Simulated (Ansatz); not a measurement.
# Fe3RhN: single points about a listed cell

Aim: see how energy, forces, stress and gap of Fe3RhN answer to further strains and shifts, swapped elements. Nothing is relaxed unless a step says so.

Program: Ansatz 0.2.0. Level of theory: DFT PBEsol, scalar-relativistic, plane waves, PAW. These are calculated values, not measurements.

### Step 1. The starting structure

It takes space group Pm-3m (No. 221, cubic). Conventional cell: a = 3.839 Å, b = 3.839 Å, c = 3.839 Å, α = 90.00°, β = 90.00°, γ = 90.00°. Fe (site symmetry 4/mmm) is surrounded by 2 N at 1.92 Å. Around Rh (site symmetry m-3m) lie 12 Fe at 2.71 Å. N (site symmetry m-3m) has 6 Fe at 1.92 Å as nearest neighbours.

Structure file:

```
Fe Rh N
1.0
     3.83944    0.00000    0.00000
     0.00000    3.83944    0.00000
     0.00000    0.00000    3.83944
Fe Rh N
3 1 1
Cartesian
  0.0000 1.9197 1.9197
  1.9197 1.9197 0.0000
  1.9197 0.0000 1.9197
  0.0000 0.0000 0.0000
  1.9197 1.9197 1.9197
```

The structure comes from the Materials Project (structure only).

### Step 2. Reference: the cell as listed

File input.yaml:

```yaml
crystal:
  lattice:
    - [3.8394358033, 0.0, 0.0]
    - [0.0, 3.8394358033, 0.0]
    - [0.0, 0.0, 3.8394358033]
  atoms:
    - { symbol: Fe, position: [0.0, 0.5, 0.5], spin: 4.0 }
    - { symbol: Fe, position: [0.5, 0.5, 0.0], spin: 4.0 }
    - { symbol: Fe, position: [0.5, 0.0, 0.5], spin: 4.0 }
    - { symbol: Rh, position: [0.0, 0.0, 0.0], spin: 1.0 }
    - { symbol: "N", position: [0.5, 0.5, 0.5] }
basis:
  ecutwfc: 420
kpoints:
  mp_grid: { grid: [10, 10, 10] }
hamiltonian:
  xc: pbesol
scf:
  occupations: { method: gaussian, width: 0.1 }
output:
  forces: true
  stress: true
  eigenvalues: true
  populations: true
magnetization:
  spin_polarized: true
```

Launch:

```sh
ansatz run input.yaml --threads 1 --pin off --max-ram 2560MiB --backend cpu --events-out ev --progress --plain --runs-dir out
```

### Step 3. A change within a subgroup

File input.yaml:

```yaml
crystal:
  lattice:
    - [3.7196838006, 0.0767887161, 0.0767887161]
    - [0.0767887161, 3.7196838006, 0.0767887161]
    - [0.0767887161, 0.0767887161, 3.7196838006]
  atoms:
    - { symbol: Fe, position: [0.0, 0.5, 0.5], spin: 2.62 }
    - { symbol: Fe, position: [0.5, 0.5, 0.0], spin: 2.62 }
    - { symbol: Fe, position: [0.5, 0.0, 0.5], spin: 2.62 }
    - { symbol: Rh, position: [0.0, 0.0, 0.0], spin: 1.03 }
    - { symbol: "N", position: [0.5, 0.5, 0.5] }
basis:
  ecutwfc: 420
kpoints:
  mp_grid: { grid: [12, 12, 12] }
hamiltonian:
  xc: pbesol
scf:
  occupations: { method: gaussian, width: 0.1 }
output:
  forces: true
  stress: true
  eigenvalues: true
  populations: true
magnetization:
  spin_polarized: true
```

### Step 4. Substitution of an element, cell strained: Rh → Zr, first probe

File input.yaml:

```yaml
crystal:
  lattice:
    - [4.0782373622, 0.0, 0.0]
    - [0.0, 4.0782373622, 0.0]
    - [0.0, 0.0, 4.0782373622]
  atoms:
    - { symbol: Fe, position: [0.0, 0.5, 0.5], spin: 4.0 }
    - { symbol: Fe, position: [0.5, 0.5, 0.0], spin: 4.0 }
    - { symbol: Fe, position: [0.5, 0.0, 0.5], spin: 4.0 }
    - { symbol: Zr, position: [0.0, 0.0, 0.0] }
    - { symbol: "N", position: [0.5, 0.5, 0.5] }
basis:
  ecutwfc: 420
kpoints:
  mp_grid: { grid: [4, 4, 4] }
hamiltonian:
  xc: pbesol
scf:
  occupations: { method: gaussian, width: 0.1 }
  lower_state_search: "off"
output:
  forces: true
  stress: true
  eigenvalues: true
  populations: true
magnetization:
  spin_polarized: true
```

### Step 5. One element swapped, cell strained: Rh → Zr

File input.yaml:

```yaml
crystal:
  lattice:
    - [4.0782373622, 0.0, 0.0]
    - [0.0, 4.0782373622, 0.0]
    - [0.0, 0.0, 4.0782373622]
  atoms:
    - { symbol: Fe, position: [0.0, 0.5, 0.5], spin: 2.19 }
    - { symbol: Fe, position: [0.5, 0.5, 0.0], spin: 2.19 }
    - { symbol: Fe, position: [0.5, 0.0, 0.5], spin: 2.19 }
    - { symbol: Zr, position: [0.0, 0.0, 0.0], spin: -0.62 }
    - { symbol: "N", position: [0.5, 0.5, 0.5] }
basis:
  ecutwfc: 420
kpoints:
  mp_grid: { grid: [10, 10, 10] }
hamiltonian:
  xc: pbesol
scf:
  occupations: { method: gaussian, width: 0.1 }
output:
  forces: true
  stress: true
  eigenvalues: true
  populations: true
magnetization:
  spin_polarized: true
```

Q: Predict the outcome of this session. Wanted: for each run, case; energy; pressure; largest force.

The runs gave:

```
step                                         case  energy (meV/atom)  pressure (GPa)  largest force (eV/Å)  gap on the mesh (eV)
                                      listed cell                  0            -9.9                  0.00                  0.00
   3                   a change within a subgroup              +8.7*             9.0                  0.00                  0.00
   5  one element swapped, cell strained: Rh → Zr                n/a           -24.8                  0.00                  0.00
```

Energies are counted from the listed cell, with the smearing taken to zero; a star marks another k mesh, which can shift energies by itself, so starred rows don't rank against the others. Other atoms or functionals have another zero of energy (n/a). A gap of 0.00 means none on the mesh at this level.

**Reading.** The listed cell carries -9.9 GPa and forces up to 0.00 eV/Å at this level, so it is not this functional's equilibrium. The comparable points lie above the listed cell.
